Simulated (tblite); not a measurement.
# C6H11As: the cost of one run

The runs use tblite 0.8.0 and PySCF 2.14.0, with density-fitted response routines of our own; the level of theory stands in each step. All values are computed, except where a source is named. Atoms count from 0, in the outputs and in this text.

**1. Starting geometry**

18 atoms, charge 0, multiplicity 1; geometry from: force field or distance geometry start.

Bonds of the start (Å): C0–C1 1.47, C1–C2 1.21, C2–C3 1.49, C3–As4 1.97, As4–C5 1.97, As4–C6 1.93, C0–H7 1.10, C0–H8 1.09, C0–H9 1.11, C3–H10 1.10, C3–H11 1.10, C5–H12 1.10, C5–H13 1.10, C5–H14 1.11, C6–H15 1.14, C6–H16 1.12, C6–H17 1.10.

**2. Geometry optimisation with GFN2-xTB**

The job: settings as JSON, then the geometry in Å.

```
{"job": {"kind": "relax", "xc": "GFN2-xTB", "basis": "xTB"}, "charge": 0, "multiplicity": 1}
C      3.525900     0.067500     0.125200
C      2.175000    -0.500000     0.226400
C      1.079100    -1.003900     0.333000
C     -0.288400    -1.579200     0.418400
As    -1.464700    -0.258300    -0.447300
C     -0.606500     1.505600    -0.563300
C     -3.183100    -0.036500     0.408600
H      4.274000    -0.722800     0.295600
H      3.625500     0.879900     0.844300
H      3.687400     0.473400    -0.900500
H     -0.565400    -1.594900     1.484300
H     -0.343300    -2.568100    -0.055000
H      0.301800     1.394400    -1.167600
H     -1.297300     2.229500    -1.017000
H     -0.361500     1.807700     0.481600
H     -3.336700    -0.923700     1.100200
H     -3.972100    -0.047200    -0.388000
H     -3.258300     0.882800     1.015200
```

Launch:

```bash
$ OMP_NUM_THREADS=1 python probes_run.py task.json out
```

This one command runs all jobs of the session in turn.

Q: Estimate the wall time and peak memory of this first job on 1 thread of Intel Xeon at 2.50GHz, shared host.

About 3.6 s, with a peak of 0.18 GiB.
